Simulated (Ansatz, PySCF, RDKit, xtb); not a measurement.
# AlGeHClO: from the formula to a structure

Only the formula AlGeHClO is given (odd number of electrons). Aim: find the structure of lowest free energy at 298.15 K, then its properties.

The funnel: GFN2-xTB relaxations, single points with a density functional, relaxations at PBE-D3(BJ)/def2-SVP, harmonic vibrations, and a last energy at a higher level. All values are calculated.

6 further runs of the same task are left out: 6 set aside as unsound or not needed.

## (1) Possible bonding patterns

A program enumerates the bonding patterns with one Lewis structure each (two rings at most, one unusual centre or charged pair), with their diastereomers. O–O, O–halogen and N–halogen bonds and N–N–N chains are not drawn. That gives 18 candidates.

c009 [Cl][Ge]1[O][AlH]1; c021 [O-][Al+][GeH][Cl]; c044 [O]=[Ge]([AlH])[Cl]; c083 [O][Ge@H]([Al])[Cl]; c163 [Cl][Al][O][GeH]; c187 [O]=[Ge][AlH][Cl]; c203 [O][AlH][Ge][Cl]; c215 [Cl][Ge@@H]1[O][Al]1; c310 [OH][Al][Ge][Cl]; c410 [Al][O][GeH][Cl]; c437 [Cl][Al]1[O][GeH]1; c475 [O]=[GeH][Al][Cl]; c533 [AlH][O][Ge][Cl]; c548 [O][Al]([Cl])[GeH]; c590 [OH][Ge]([Al])[Cl]; c719 [OH][Ge][Al][Cl]; c728 [Cl][Ge-]1[OH+][Al]1; c875 [Cl][Al@@H-]1[O+]=[Ge]1.

Candidates are built by distance geometry, with a force field where one applies, in up to four conformers (letters a to d). 6 starts with atoms placed at random are added, to find patterns that the rules miss.

Q: Predict the outcome of this search (final energies at CCSD(T)/def2-SVP + MP2/def2-TZVPP - MP2/def2-SVP).

| quantity | value |
| --- | --- |
| lowest structure found | [Cl][AlH][O][Ge], doublet, Cs |
| next finalist | [Cl][AlH]1[O][Ge]1 ‡, doublet, 2.1 kcal/mol higher in G |
| share at equilibrium, among the finalists | 97.3 % |
| harmonic wavenumbers, lowest and highest (PBE-D3(BJ)/def2-SVP) | 50 and 1955 cm⁻¹ |
| rotational constants, same geometry | 0.3608, 0.0272, 0.0253 cm⁻¹ |
| dipole moment (PBE0/def2-TZVPD) | 1.35 D |
| HOMO energy (highest over α and β) (PBE0/def2-TZVPD) | -4.64 eV |
| LUMO energy (lowest over α and β) (PBE0/def2-TZVPD) | -2.54 eV |
| lowest excitation (TD-B3LYP/def2-SVPD) | 0.12 eV (f = 0.000) |
| strongest of the states computed, same level | 3.91 eV (f = 0.046) |
| vertical ionisation energy (to the singlet cation) | 6.81 eV |
| vertical electron affinity | 0.01 eV |
| vertical quartet less doublet | +3.94 eV |

The lowest structure found is `[Cl][AlH][O][Ge]`. The margin, 2.1 kcal/mol, is modest. r2SCAN-D4/def2-SVP, HF/def2-SVP and MP2/def2-SVP already put its bonding pattern lowest among the structures in one piece; PBE-D3(BJ)/def2-SVP favours the doublet [Cl][Al@@H-]1[O+]=[Ge]1. 2 minima inside the window were never screened. The stability test raises a flag; for an open shell a flag towards a general spinor solution can be the free rotation of the spin. The search is not exhaustive (a finite list of starts, one conformer a finalist), so a lower isomer can't be ruled out.

‡ marks the bonded skeleton alone, with all bonds drawn single: no Lewis structure was assigned that passes a check against the bond lengths.
